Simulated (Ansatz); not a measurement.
# SiNi2: the cost of one run

Method: DFT PBEsol, scalar-relativistic, plane waves, PAW, in Ansatz 0.2.0.

## 1. The starting structure

It takes space group Pnma (No. 62, orthorhombic). Conventional cell: a = 4.990 Å, b = 3.720 Å, c = 7.030 Å, α = 90.00°, β = 90.00°, γ = 90.00°. Si (site symmetry m) is surrounded by 10 Ni at 2.28 to 2.71 Å. Ni (site symmetry m) has 5 Si at 2.34 to 2.57 Å and 8 Ni at 2.53 to 2.71 Å as nearest neighbours. Ni (site symmetry m) has 5 Si at 2.28 to 2.71 Å and 8 Ni at 2.53 to 2.71 Å as nearest neighbours.

Coordinates:

```
Si Ni
1.0
     4.99000    0.00000    0.00000
     0.00000    3.72000    0.00000
     0.00000    0.00000    7.03000
Si Ni
4 8
Direct
  0.28600 0.75000 0.61400
  0.71400 0.25000 0.38600
  0.21400 0.25000 0.11400
  0.78600 0.75000 0.88600
  0.95800 0.75000 0.20300
  0.04200 0.25000 0.79700
  0.54200 0.25000 0.70300
  0.45800 0.75000 0.29700
  0.82500 0.75000 0.56300
  0.17500 0.25000 0.43700
  0.67500 0.25000 0.06300
  0.32500 0.75000 0.93700
```

The structure rests on an entry of the Crystallography Open Database; cell or positions may have been set otherwise for this series.

## 2. Relaxing cell and atoms: SiNi2, no spin

input.yaml

```yaml
crystal:
  lattice:
    - [4.99, 0.0, 0.0]
    - [0.0, 3.72, 0.0]
    - [0.0, 0.0, 7.03]
  atoms:
    - { symbol: Si, position: [0.286, 0.75, 0.614] }
    - { symbol: Si, position: [0.714, 0.25, 0.386] }
    - { symbol: Si, position: [0.214, 0.25, 0.114] }
    - { symbol: Si, position: [0.786, 0.75, 0.886] }
    - { symbol: Ni, position: [0.958, 0.75, 0.203] }
    - { symbol: Ni, position: [0.042, 0.25, 0.797] }
    - { symbol: Ni, position: [0.542, 0.25, 0.703] }
    - { symbol: Ni, position: [0.458, 0.75, 0.297] }
    - { symbol: Ni, position: [0.825, 0.75, 0.563] }
    - { symbol: Ni, position: [0.175, 0.25, 0.437] }
    - { symbol: Ni, position: [0.675, 0.25, 0.063] }
    - { symbol: Ni, position: [0.325, 0.75, 0.937] }
scf:
  occupations: { method: gaussian, width: 0.1 }
output:
  forces: true
  stress: true
  eigenvalues: true
  write_density: true
  write_potential: true
  elf: true
  volumetric_format: npy
kpoints:
  mp_grid: { grid: [10, 12, 6] }
hamiltonian:
  xc: pbesol
  pseudopotentials: { kind: paw, azcp: { folder: soft_1 } }
relax:
  f_tol: 0.003
  max_steps: 60
  cell: { stress_tol: 0.02 }
```

Launch:

```console
> ansatz run input.yaml --threads 8 --pin off --max-ram 16384MiB --backend cpu --events-out ev --progress --plain --runs-dir out
```

Q: Estimate wall time and peak memory on 8 threads of Intel Xeon Platinum 8375C at 2.90GHz (Ice Lake), shared host.

About 2.2 min, with a peak of 2 GiB.
